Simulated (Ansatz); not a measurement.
# CH2OSe: ionisation energy by level of theory

The task here is to estimate one member of a computed series from the others.

Method: unrestricted cation, the program's frozen cores in correlated methods; program: Ansatz 0.2.0, Gaussian basis.

Plan: UKS PBE-D4/def2-TZVPP; UKS r2SCAN-D4/def2-TZVPP; UKS PBE0-D4/def2-TZVPP; UKS B3LYP-D4/def2-TZVPP; UKS wB97X-V/def2-TZVPP; UKS wB97M-V/def2-TZVPP; UKS B2PLYP/def2-TZVPP; UHF-CCSD(T)/def2-TZVPP; UHF-MP2/def2-QZVPP; extrapolation to the limit; then −ε(HOMO) from the neutral's earlier runs with LDA (SPW92), PBE-D4, revPBE-D4, BLYP-D4, r2SCAN-D4, B97M-V, PBE0-D4, B3LYP-D4, r2SCANh-D4, r2SCAN0-D4, HSE06-D4, BHLYP-D4, CAM-B3LYP-D4, LC-ωPBE, ωB97X-V, ωB97M-V.

**The relaxed structure**

An earlier PBE0-D4 in a triple-zeta def2 set relaxation fixed the geometry.

SMILES `O=C[SeH]`, 5 atoms, charge 0, spin multiplicity 1.

Atoms are counted from 1 here; the program's logs count them from 0.

Bond lengths: O1–C2 1.189 Å, C2–Se3 1.928 Å, C2–H4 1.105 Å, Se3–H5 1.469 Å. Angles: O1–C2–Se3 123.0°, O1–C2–H4 124.0°, Se3–C2–H4 113.0°, C2–Se3–H5 93.4°.

Coordinates:

```xyz
5
charge 0, multiplicity 1
O    -0.4390   -1.6258    0.5974
C    -0.3451   -0.5332    0.1377
Se    1.3139    0.4472    0.0931
H    -1.1892    0.0251   -0.3052
H     0.7094    1.6130   -0.5645
```

Set-up of the first run:

Contents of in.yaml:

```yaml
crystal:
  periodic: [false, false, false]
  atoms:
    - {symbol: O, position_ang: [-0.439011, -1.625773, 0.597397]}
    - {symbol: C, position_ang: [-0.345137, -0.533155, 0.137674]}
    - {symbol: Se, position_ang: [1.313931, 0.447201, 0.093136]}
    - {symbol: H, position_ang: [-1.189243, 0.025138, -0.305179]}
    - {symbol: H, position_ang: [0.709361, 1.612988, -0.564528]}
basis:
  gaussian: {orbitals: def2-TZVPP}
total_charge: 1
magnetization: {spin_polarized: true, initial_magnetization: 1}
hamiltonian: {xc: pbe, dispersion: d4}
```

Command:

```
$ ansatz run in.yaml --threads 2 --pin off --events-out ev --progress --plain --max-ram 4352MiB
```

Steps of the session up to this table: Cation, UKS PBE-D4/def2-TZVPP; Cation, UKS r2SCAN-D4/def2-TZVPP; Cation, UKS PBE0-D4/def2-TZVPP; Cation, UKS B3LYP-D4/def2-TZVPP; Cation, UKS wB97X-V/def2-TZVPP; Cation, UKS wB97M-V/def2-TZVPP; Cation, UKS B2PLYP (frozen core)/def2-TZVPP; Cation, UHF-CCSD(T)/def2-TZVPP; Cation, UHF-MP2/def2-QZVPP.

One of the session's tables, all rows but one given; the rest of the session is left out.

It belongs to the step «Ionisation energies side by side». For comparison, −ε(HOMO) of the neutral from earlier runs:

```
  functional  −ε(HOMO) (eV)
 LDA (SPW92)           6.58
      PBE-D4           6.42
   revPBE-D4           6.37
     BLYP-D4           6.32
   r2SCAN-D4           6.73
      B97M-V           6.82
     PBE0-D4           7.65
    B3LYP-D4           7.43
  r2SCANh-D4           7.22
  r2SCAN0-D4           7.84
    HSE06-D4              ?
    BHLYP-D4           8.64
CAM-B3LYP-D4           8.93
     LC-ωPBE          10.26
     ωB97X-V           9.90
     ωB97M-V           9.77
```

Estimate the missing values for HSE06-D4.

**Answer.** −ε(HOMO) (eV): 7.25. In the column «−ε(HOMO) (eV)» it lies between r2SCANh-D4 (7.22) and B3LYP-D4 (7.43).

Caveats from the session: The cation may have settled in a state other than its lowest; no search over hole states beyond the program's own was made.
